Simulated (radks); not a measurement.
# Pb²⁺ in [Kr] 4d10 4f14 5s2 5p4 5d10 6s2 7s2: an all-electron calculation

What are the levels of the lead ion Pb2+, how large are its shells, and how does its energy divide?

The numbers are computed with radks (a radial shooting solver on a logarithmic mesh, Libxc functionals) version 1 (non-relativistic Kohn-Sham, BP86, spin-unpolarised, spherical densities, point nucleus), except any that are marked as measured or tabulated.

### Step 1. The atom as given

| Property | Result |
| --- | --- |
| element | lead (Z = 82) |
| charge | +2 |
| electrons | 80 |
| configuration | [Kr] 4d10 4f14 5s2 5p4 5d10 6s2 7s2 |

Outer shells as boxes (Hund's rule):

Pb²⁺
```
[Kr] core
4d [↑↓][↑↓][↑↓][↑↓][↑↓]
4f [↑↓][↑↓][↑↓][↑↓][↑↓][↑↓][↑↓]
5s [↑↓]
5p [↑↓][↑ ][↑ ]
5d [↑↓][↑↓][↑↓][↑↓][↑↓]
6s [↑↓]
7s [↑↓]
```

### Step 2. The calculation

Settings of this run:

```text
Z 82
configuration [Kr] 4d10 4f14 5s2 5p4 5d10 6s2 7s2
relativity non-relativistic
functional b88,p86
spin unpolarised
nucleus point
```

Q: Predict the outcome of this run.

**Answer**, as computed:

| quantity | value |
| --- | --- |
| total energy | -19521.9390 hartree |
| exchange-correlation share of it | 1.86 % |
| −T/E | 0.9998 |
| highest occupied level | 7s, -12.692 eV |
| most extended occupied level | 7s, <r> = 4.56 bohr |
| radius at density 0.001 e/bohr³ | 5.65 bohr |
| maxima of the radial density | 5 |

**Reading.** 7 principal shells are occupied and 5 maxima appear in the radial density; where shells overlap, one shows as a shoulder or not at all. The ratio −T/E is 0.9998; for a non-relativistic Coulomb system it is 1 up to the kinetic part of correlation. This is not the tabulated ground configuration, so its levels and sizes aren't those of the ground state, and no measured value stands beside it.
